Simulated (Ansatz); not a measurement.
# ScCoC4N4: the cost of one run

Method: DFT PBE, scalar-relativistic, plane waves, PAW, in Ansatz 0.2.0.

## Step 1: The starting structure

Symmetry: P-43m, No. 215, cubic system. Conventional cell: a = 6.013 Å, b = 6.013 Å, c = 6.013 Å, α = 90.00°, β = 90.00°, γ = 90.00°. Sc (site symmetry -43m) is surrounded by 4 N at 2.12 Å. Co (site symmetry -43m) has 4 C at 1.92 Å in its first shell of neighbours. C (site symmetry 3m) is surrounded by 1 N at 1.17 Å and 1 Co at 1.92 Å. Around N (site symmetry 3m) lie 1 C at 1.17 Å.

Structure file:

```cif
data_structure
_symmetry_space_group_name_H-M 'P-43m'
_symmetry_Int_Tables_number 215
_cell_length_a 6.0125
_cell_length_b 6.0125
_cell_length_c 6.0125
_cell_angle_alpha 90.000
_cell_angle_beta 90.000
_cell_angle_gamma 90.000
_cell_volume 217.36
loop_
_atom_site_label
_atom_site_type_symbol
_atom_site_symmetry_multiplicity
_atom_site_Wyckoff_symbol
_atom_site_fract_x
_atom_site_fract_y
_atom_site_fract_z
_atom_site_occupancy
Sc1 Sc 1 b 0.50000 0.50000 0.50000 1
Co1 Co 1 a 0.00000 0.00000 0.00000 1
C1 C 4 e 0.18408 0.18408 0.18408 1
N1 N 4 e 0.29643 0.29643 0.29643 1
```

The cell is invented: two interpenetrating cyanide-bridged diamond nets (P-43m, No. 215). The dimensions are guesses.

## Step 2: A first look at the guess

input.yaml

```yaml
crystal:
  lattice:
    - [6.0125257, 0.0, 0.0]
    - [0.0, 6.0125257, 0.0]
    - [0.0, 0.0, 6.0125257]
  atoms:
    - { symbol: Sc, position: [0.5, 0.5, 0.5] }
    - { symbol: Co, position: [0.0, 0.0, 0.0], spin: 3.0 }
    - { symbol: C, position: [0.18407912, 0.18407912, 0.18407912] }
    - { symbol: C, position: [0.18407912, 0.81592088, 0.81592088] }
    - { symbol: C, position: [0.81592088, 0.18407912, 0.81592088] }
    - { symbol: C, position: [0.81592088, 0.81592088, 0.18407912] }
    - { symbol: "N", position: [0.29642789, 0.29642789, 0.29642789] }
    - { symbol: "N", position: [0.29642789, 0.70357211, 0.70357211] }
    - { symbol: "N", position: [0.70357211, 0.29642789, 0.70357211] }
    - { symbol: "N", position: [0.70357211, 0.70357211, 0.29642789] }
basis:
  ecutwfc: 420
kpoints:
  mp_grid: { grid: [4, 4, 4] }
hamiltonian:
  xc: pbe
scf:
  occupations: { method: gaussian, width: 0.1 }
  lower_state_search: "off"
output:
  forces: true
  stress: true
  eigenvalues: true
  populations: true
magnetization:
  spin_polarized: true
```

The run is started by

```console
$ ansatz run input.yaml --threads 1 --pin off --max-ram 2560MiB --backend cpu --events-out ev --progress --plain --runs-dir out
```

**Question.** How long does this run take on 1 thread of Intel Xeon 6975P-C (Granite Rapids), shared host, and how much memory does it need?

About 16 s, with a peak of 0.55 GiB.
